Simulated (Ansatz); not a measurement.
# H4Ta (Ta(H)4): the cost of one run

Method: DFT PBE, plane waves, PAW, molecule in a box with 9 Å of vacuum; program: Ansatz 0.2.0.

2 further runs of the same task are left out: 2 for a known fault of the program.

## (1) The starting structure

5 atoms, charge 0, spin multiplicity 2.

Bond lengths: Ta1–H2 1.769 Å, Ta1–H3 1.769 Å, Ta1–H4 1.769 Å, Ta1–H5 1.769 Å. Angles: H2–Ta1–H3 107.4°, H2–Ta1–H4 113.7°, H2–Ta1–H5 107.4°, H3–Ta1–H4 107.4°, H3–Ta1–H5 113.7°, H4–Ta1–H5 107.4°.

Coordinates:

```
Ta    0.0000    0.0000    0.0000
H     1.4807    0.0000    0.9677
H     0.0000    1.4807   -0.9677
H    -1.4807    0.0000    0.9677
H     0.0000   -1.4807   -0.9677
```

Formal oxidation states: Ta +4. An earlier session relaxed this geometry at PBE0, Ta def2-SVP with ECP60, H def2-SVP (doublet, point group D2d).

## (2) Scalar-relativistic

Contents of input.yaml:

```yaml
crystal:
  lattice:
    - [11.96, 0.0, 0.0]
    - [0.0, 11.96, 0.0]
    - [0.0, 0.0, 10.94]
  atoms:
    - { symbol: Ta, position: [0.50005853, 0.50005853, 0.49979159], spin: 1.0 }
    - { symbol: H, position: [0.62386371, 0.50005853, 0.58824863] }
    - { symbol: H, position: [0.50005853, 0.62386371, 0.41133455] }
    - { symbol: H, position: [0.37625418, 0.50005853, 0.58824863] }
    - { symbol: H, position: [0.50005853, 0.37625418, 0.41133455] }
basis:
  ecutwfc: 420
  ecutrho_ratio: 4
kpoints:
  mp_grid: { grid: [1, 1, 1] }
hamiltonian:
  xc: pbe
scf:
  occupations: { method: gaussian, width: 0.01 }
output:
  forces: true
  eigenvalues: true
  populations: true
magnetization:
  spin_polarized: true
```

Started as:

```bash
$ ansatz run input.yaml --threads 2 --pin off --max-ram 5120MiB --backend cpu --events-out ev --progress --plain --runs-dir out
```

**Question.** How long does this run take on 2 threads of Arm Neoverse N1, shared host, and how much memory does it need?

About 80 s, with a peak of 0.99 GiB.
